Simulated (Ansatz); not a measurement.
Consider a scan of the energy under strain of LuZn, space group Pm-3m (the Python package of Ansatz (0.2.0)).

`strain.py`
```python
"""Energy of LuZn under rhombohedral strain, ions carried with the cell."""

import ansatz as az
import numpy as np
from tabulate import tabulate

FUNCTIONAL = "LDA"
CUTOFF = 420
SMEARING = "fermi_dirac"
SMEARING_WIDTH = 0.05
MAX_ITERATIONS = 80
KGRID = (10, 10, 10)

vectors0 = np.array([
    [3.491, 0.0, 0.0],
    [0.0, 3.491, 0.0],
    [0.0, 0.0, 3.491],
])
sites = [
    ("Lu", (0.0, 0.0, 0.0)),
    ("Zn", (0.5, 0.5, 0.5)),
]


def make_crystal(cell):
    crystal = az.Crystal(lattice=az.Lattice.of(cell))
    for symbol, position in sites:
        crystal = crystal.atom(symbol, position)
    return crystal

# clamped ions: the fractional positions stay as typed
values = np.linspace(-0.05, 0.05, 5)
energies = []
for d in values:
    strain = d / 2 * (np.ones((3, 3)) - np.eye(3))
    cell = vectors0 @ (np.eye(3) + strain)
    calc = (
        make_crystal(cell).calculation()
        .functional(FUNCTIONAL)
        .basis(CUTOFF)
        .occupations(SMEARING, width=SMEARING_WIDTH)
        .scf(max_iterations=MAX_ITERATIONS)
        .kpoints(*KGRID)
        .stress()
    )
    summary = calc.run().report
    energies.append(summary["free_energy_ev"] / len(sites))
    s = summary["stress_gpa"]
    print(f"d = {d:+.4f}  stress xx yy zz xy (GPa, compression positive): {s[0][0]:8.3f} {s[1][1]:8.3f} {s[2][2]:8.3f} {s[0][1]:8.3f}")
energies = np.array(energies)

print(tabulate(zip(values, 1000 * (energies - energies.min())), headers=["strain", "dE (meV/atom)"], floatfmt=".3f"))
curvature = 2 * np.polyfit(values, energies, 3)[1]
volume = abs(np.linalg.det(vectors0)) / len(sites)
print(f"d2E/dd2 over the volume: {curvature / volume * 160.21766:.1f} GPa")
```

How much energy does this rhombohedral strain cost, and what curvature follows?

Against the unstrained cell the energy per atom changes by +23.74 meV at one end of the scan and +18.32 meV at the other, and its second derivative over the volume is 126.6 GPa.

The run itself:

`python strain.py` gives:
```text
d = -0.0500  stress xx yy zz xy (GPa, compression positive):   -6.038   -6.038   -6.038    2.599
d = -0.0250  stress xx yy zz xy (GPa, compression positive):   -6.376   -6.376   -6.376    1.227
d = +0.0000  stress xx yy zz xy (GPa, compression positive):   -6.482   -6.482   -6.482    0.000
d = +0.0250  stress xx yy zz xy (GPa, compression positive):   -6.381   -6.381   -6.381   -1.050
d = +0.0500  stress xx yy zz xy (GPa, compression positive):   -6.079   -6.079   -6.079   -1.888
  strain    dE (meV/atom)
--------  ---------------
  -0.050           23.736
  -0.025            5.624
   0.000            0.000
   0.025            4.947
   0.050           18.317
d2E/dd2 over the volume: 126.6 GPa
```

What to keep in mind:
- The curvature belongs to this strain pattern and to the cell's stress; it equals a single elastic constant only for simple patterns.
- In a metal a curvature from energy changes of a few meV or less hangs on mesh and smearing, in size and even in sign.
- At these settings the cell as given stands under about -6 GPa, so it isn't at this functional's equilibrium volume.
- The starting cell is as deposited in a crystallographic database; the results hold for this polymorph, which needn't be the stable one.
- The ions keep their fractional positions (clamped ions).
- The whole script took 20 s on 1 thread of Intel(R) Xeon(R) Processor @ 2.30GHz, on a shared host, peak memory 0.59 GiB.
